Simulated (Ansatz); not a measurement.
# CH7GeNSi: one species, many methods

An exercise on one series of results from a longer session: the logs are not shown, and one member is left open.

Method: functionals in def2-TZVPP, the program's frozen cores in correlated methods; program: Ansatz 0.2.0, Gaussian basis.

Plan: PBE-D4, r2SCAN-D4, PBE0-D4, B3LYP-D4, ωB97X-V, ωB97M-V, B2PLYP; CCSD(T)/def2-TZVPP; MP2/def2-QZVPP; extrapolation to the limit.

## The geometry

The geometry comes from an earlier relaxation with PBE0-D4 in a triple-zeta def2 set; it is a stationary point, not always the lowest conformer.

11 atoms, charge 0, spin multiplicity 1.

Atoms are counted from 1 here; the program's logs count them from 0.

Bond lengths: N1–C2 1.273 Å, N1–H5 1.025 Å, C2–Si3 1.894 Å, C2–Ge4 1.986 Å, Si3–H6 1.488 Å, Si3–H7 1.482 Å, Si3–H8 1.488 Å, Ge4–H9 1.540 Å, Ge4–H10 1.538 Å, Ge4–H11 1.538 Å. Angles: C2–N1–H5 112.5°, N1–C2–Si3 117.2°, N1–C2–Ge4 122.4°, Si3–C2–Ge4 120.4°, C2–Si3–H6 108.5°, C2–Si3–H7 110.6°, C2–Si3–H8 108.5°, H6–Si3–H7 110.8°, H6–Si3–H8 107.6°, H7–Si3–H8 110.8°, C2–Ge4–H9 106.2°, C2–Ge4–H10 110.7°, C2–Ge4–H11 110.8°, H9–Ge4–H10 110.2°, H9–Ge4–H11 110.3°, H10–Ge4–H11 108.6°.

Coordinates:

```mol
CH7GeNSi
  3D, bonds by distance, orders not assigned

 11 10  0  0  0  0  0  0  0  0999 V2000
   -0.2992    1.8127   -0.1394 N   0  0
   -0.0395    0.5732   -0.0087 C   0  0
    1.4902    0.1107    1.0073 Si  0  0
   -1.1706   -0.8425   -0.8222 Ge  0  0
   -1.1412    1.9810   -0.6997 H   0  0
    1.0586   -0.7426    2.1476 H   0  0
    2.1807    1.3281    1.4941 H   0  0
    2.3963   -0.7039    0.1526 H   0  0
   -2.3187   -0.1138   -1.5455 H   0  0
   -0.3584   -1.6794   -1.8242 H   0  0
   -1.7329   -1.7805    0.2586 H   0  0
  1  2  8  0
  2  3  8  0
  2  4  8  0
  1  5  8  0
  3  6  8  0
  3  7  8  0
  3  8  8  0
  4  9  8  0
  4 10  8  0
  4 11  8  0
M  END
```

The first run:

in.yaml

```yaml
crystal:
  periodic: [false, false, false]
  atoms:
    - {symbol: N, position_ang: [-0.299176, 1.812687, -0.139420]}
    - {symbol: C, position_ang: [-0.039464, 0.573205, -0.008655]}
    - {symbol: Si, position_ang: [1.490235, 0.110730, 1.007327]}
    - {symbol: Ge, position_ang: [-1.170596, -0.842549, -0.822161]}
    - {symbol: H, position_ang: [-1.141164, 1.981013, -0.699724]}
    - {symbol: H, position_ang: [1.058568, -0.742618, 2.147633]}
    - {symbol: H, position_ang: [2.180685, 1.328084, 1.494081]}
    - {symbol: H, position_ang: [2.396271, -0.703914, 0.152623]}
    - {symbol: H, position_ang: [-2.318712, -0.113759, -1.545455]}
    - {symbol: H, position_ang: [-0.358360, -1.679356, -1.824154]}
    - {symbol: H, position_ang: [-1.732888, -1.780526, 0.258607]}
basis:
  gaussian: {orbitals: def2-TZVPP}
hamiltonian: {xc: pbe, dispersion: d4}
output: {forces: true, orbitals: {seedname: orbitals}}
```

Launch:

```sh
> ansatz run in.yaml --threads 4 --pin off --events-out ev --progress --plain --max-ram 10444MiB
```

Among the steps run: PBE-D4 (GGA); r2SCAN-D4 (meta-GGA); PBE0-D4 (hybrid); B3LYP-D4 (hybrid); ωB97X-V (range-separated); ωB97M-V (range-separated); B2PLYP (double hybrid); CCSD(T) in def2-TZVPP; MP2 in def2-QZVPP.

One of the session's tables, all rows but one given; the rest of the session is left out.

| method | atomisation energy (kJ/mol) |
| --- | --- |
| PBE-D4 | 3481.7 |
| r2SCAN-D4 | 3444.9 |
| PBE0-D4 | ? |
| B3LYP-D4 | 3458.1 |
| ωB97X-V | 3478.7 |
| ωB97M-V | 3450.9 |
| B2PLYP | 3409.8 |
| HF/def2-TZVPP | 2438.4 |
| MP2/def2-TZVPP | 3368.4 |
| CCSD/def2-TZVPP | 3320.5 |
| CCSD(T)/def2-TZVPP | 3372.9 |
| MP2/CBS | 3455.6 |
| CCSD(T)/CBS | 3460.1 |

**Question.** Estimate the row for PBE0-D4.

**Answer.** atomisation energy (kJ/mol): 3426.5. In the column «atomisation energy (kJ/mol)» it lies between B2PLYP (3409.8) and r2SCAN-D4 (3444.9).
